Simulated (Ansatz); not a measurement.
# NiHgP: the cost of one run

Computed with Ansatz 0.2.0 (DFT PBE, scalar-relativistic, plane waves, PAW, unless a step's input says otherwise).

1 further run of the same task is left out (it didn't finish).

## 1. The system as given

It takes space group P4/mmm (No. 123, tetragonal). Conventional cell: a = 3.740 Å, b = 3.740 Å, c = 3.816 Å, α = 90.00°, β = 90.00°, γ = 90.00°. Ni (site symmetry 4/mmm) has 2 P at 1.91 Å as nearest neighbours. Hg (site symmetry 4/mmm) has 4 P at 2.64 Å as nearest neighbours. P (site symmetry 4/mmm) is surrounded by 2 Ni at 1.91 Å and 4 Hg at 2.64 Å.

Coordinates:

```cif
data_structure
_symmetry_space_group_name_H-M 'P 1'
_symmetry_Int_Tables_number 1
_cell_length_a 3.7395
_cell_length_b 3.7395
_cell_length_c 3.8164
_cell_angle_alpha 90.000
_cell_angle_beta 90.000
_cell_angle_gamma 90.000
_cell_volume 53.37
loop_
_atom_site_label
_atom_site_type_symbol
_atom_site_fract_x
_atom_site_fract_y
_atom_site_fract_z
_atom_site_occupancy
Ni1 Ni 0.50000 0.50000 0.50000 1
Hg1 Hg 0.00000 0.00000 0.00000 1
P1 P 0.50000 0.50000 0.00000 1
```

A structure generator made this guess: species swapped into a database cell of HoCoC (P4/mmm, No. 123), with Hg on the Ho sites, Ni on the Co sites and P on the C sites. The dimensions are guesses.

## 2. The guess as it stands, on a coarse mesh

input.yaml

```yaml
crystal:
  lattice:
    - [3.7395499, 0.0, 0.0]
    - [0.0, 3.7395499, 0.0]
    - [0.0, 0.0, 3.8164393]
  atoms:
    - { symbol: Ni, position: [0.5, 0.5, 0.5], spin: 2.0 }
    - { symbol: Hg, position: [0.0, 0.0, 0.0] }
    - { symbol: P, position: [0.5, 0.5, 0.0] }
basis:
  ecutwfc: 420
kpoints:
  mp_grid: { grid: [6, 6, 4] }
hamiltonian:
  xc: pbe
scf:
  occupations: { method: gaussian, width: 0.1 }
  lower_state_search: "off"
output:
  forces: true
  stress: true
  eigenvalues: true
  populations: true
magnetization:
  spin_polarized: true
```

On the command line:

```
ansatz run input.yaml --threads 1 --pin off --max-ram 2560MiB --backend cpu --events-out ev --progress --plain --runs-dir out
```

Q: Estimate wall time and peak memory on 1 thread of Arm Neoverse V1, shared host.

About 9.4 s, with a peak of 0.36 GiB.
